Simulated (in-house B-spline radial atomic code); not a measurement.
**W⁴³⁺: ionisation energy by several methods**

How far do functionals differ on the ionisation energy of W⁴³⁺? Each run solves W⁴³⁺ and then the next ion ([Ar] 3d10 4s2).

The numbers are computed with in-house B-spline radial atomic code version 1 (scalar-relativistic (X2C), several functionals, spin-polarised; spherical all-electron atom at the radial basis limit), except any that are marked as measured or tabulated.

## (1) Starting point

```
element       : tungsten (Z = 74)
charge        : +43
electrons     : 31
configuration : [Ar] 3d10 4s2 4p1
nucleus       : Fermi, rms radius 5.366 fm
```

Outer shells as boxes (Hund's rule):

[Ar] 3d10 4s2 4p1
```
[Ar] core
3d [↑↓][↑↓][↑↓][↑↓][↑↓]
4s [↑↓]
4p [↑ ][  ][  ]
```

Where spins are not typed, each open shell is filled with up spins first.

## (2) PW91, a GGA

Input settings:

```ini
Z = 74
electrons = 31.0
configuration = [Ar] 3d10 4s2 4p1
hamiltonian = x2c
method = pw91,pw91
spin_polarised = True
nucleus = fermi
rms_radius = 5.3658
mass_number = 184
atomic_mass = 183.95093318
speed_of_light = 137.035999084
```

## (3) Hartree-Fock

Settings: those of step 2 with these lines changed.

```diff
@@ -4,3 +4,3 @@
 hamiltonian = x2c
-method = pw91,pw91
+method = hf
 spin_polarised = True
```

## (4) PBEsol, a GGA

Settings: those of step 3 with these lines changed.

```diff
@@ -4,3 +4,3 @@
 hamiltonian = x2c
-method = hf
+method = pbesol
 spin_polarised = True
```

## (5) exchange-only LDA

Settings: those of step 4 with these lines changed.

```diff
@@ -4,3 +4,3 @@
 hamiltonian = x2c
-method = pbesol
+method = lda,
 spin_polarised = True
```

Before running: The tabulated ionisation energy is 2210 ± 1.5 eV (semi-empirical; NIST Atomic Spectra Database). What does each method give, and which comes nearest?

The runs gave:

| method | rung | total energy (hartree) | ΔSCF (eV) | −ε highest (eV) | ΔSCF less tabulated (eV) |
| --- | --- | --- | --- | --- | --- |
| exchange-only LDA | LDA | -14897.6916 | 2140.74 | 2113.81 (4p up) | -69.26 |
| PW91 | GGA | -14913.8107 | 2142.84 | 2116.03 (4p up) | -67.16 |
| PBEsol | GGA | -14907.4809 | 2142.05 | 2115.39 (4p up) | -67.95 |
| Hartree-Fock | Hartree-Fock | -14910.3593 | 2139.59 | 2139.92 (4p up) | -70.41 |

Tables give 2210 ± 1.5 eV (semi-empirical; NIST Atomic Spectra Database) for the ionisation energy. PW91 misses by -67.16 eV, the least, and Hartree-Fock by -70.41 eV (3.2 %), the most. All methods miss on the same side by much the same amount, which points to something that they share. Relativistic terms that these runs lack can be as large as the gaps between close methods, so the nearest may be so by luck. Spin-orbit coupling is left out. Open shells are averaged (over orientations, and over spins where the run is restricted), while tables refer to the lowest levels.

Members of this set that are not shown: 3 used exact exchange with fractional occupations of an open shell, which is unsound here.
